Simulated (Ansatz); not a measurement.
# C2H5FOSi2: small, medium and large basis sets

Aim: see how fast density functionals converge with the basis set for C2H5FOSi2.

Method: one geometry, several basis sets; program: Ansatz 0.2.0, Gaussian basis.

Plan: PBE0-D4/def2-SVP; ωB97M-V/def2-SVP; PBE0-D4/def2-QZVPP; ωB97M-V/def2-QZVPP; the functionals' def2-TZVPP values are taken from earlier runs.

## Step 1: The geometry

The geometry comes from an earlier relaxation with PBE0-D4 in a triple-zeta def2 set; it is a stationary point, not always the lowest conformer.

SMILES `O[SiH2]C#C[SiH2]F`, 11 atoms, charge 0, spin multiplicity 1.

Atoms are counted from 1 here; the program's logs count them from 0.

Bond lengths: O1–Si2 1.639 Å, O1–H7 0.958 Å, Si2–C3 1.834 Å, Si2–H8 1.484 Å, Si2–H9 1.477 Å, C3–C4 1.215 Å, C4–Si5 1.819 Å, Si5–F6 1.596 Å, Si5–H10 1.478 Å, Si5–H11 1.479 Å. Angles: Si2–O1–H7 118.2°, O1–Si2–C3 111.3°, O1–Si2–H8 112.3°, O1–Si2–H9 106.3°, C3–Si2–H8 106.6°, C3–Si2–H9 109.2°, H8–Si2–H9 111.2°, Si2–C3–C4 178.9°, C3–C4–Si5 178.3°, C4–Si5–F6 109.2°, C4–Si5–H10 109.6°, C4–Si5–H11 109.7°, F6–Si5–H10 108.3°, F6–Si5–H11 108.2°, H10–Si5–H11 111.9°.

## Step 2: PBE0-D4 in def2-SVP

File in.yaml:

```yaml
crystal:
  periodic: [false, false, false]
  atoms:
    - {symbol: O, position_ang: [-0.407200, -3.054829, 0.137251]}
    - {symbol: Si, position_ang: [0.659288, -2.024935, -0.562555]}
    - {symbol: C, position_ang: [0.284328, -0.281829, -0.130904]}
    - {symbol: C, position_ang: [0.020680, 0.873480, 0.137509]}
    - {symbol: Si, position_ang: [-0.341928, 2.599076, 0.583184]}
    - {symbol: F, position_ang: [-1.298743, 3.236439, -0.523483]}
    - {symbol: H, position_ang: [-1.340407, -2.932099, -0.042247]}
    - {symbol: H, position_ang: [0.633096, -2.108650, -2.043921]}
    - {symbol: H, position_ang: [1.990102, -2.381506, -0.030541]}
    - {symbol: H, position_ang: [0.914237, 3.378120, 0.614930]}
    - {symbol: H, position_ang: [-1.048152, 2.639732, 1.881580]}
basis:
  gaussian: {orbitals: def2-SVP}
hamiltonian: {xc: pbe0, dispersion: d4}
output: {orbitals: {seedname: orbitals}}
```

On the command line:

```sh
> ansatz run in.yaml --threads 4 --pin off --events-out ev --progress --plain --max-ram 10444MiB
```

After this run come: ωB97M-V in def2-SVP; PBE0-D4 in def2-QZVPP; ωB97M-V in def2-QZVPP.

Before running them: what should the planned runs give, taken together? Wanted: PBE0-D4: double and triple zeta above quadruple; ωB97M-V: double and triple zeta above quadruple.

As calculated:

| quantity | value |
| --- | --- |
| PBE0-D4: double and triple zeta above quadruple | 15.23, 0.94 eV |
| ωB97M-V: double and triple zeta above quadruple | 15.40, 0.86 eV |

**Reading.** PBE0-D4 gains 14.29 eV from double to triple zeta, then 0.94 eV more. These are total energies; as a rule much of such shifts cancels in differences, which this series doesn't test.
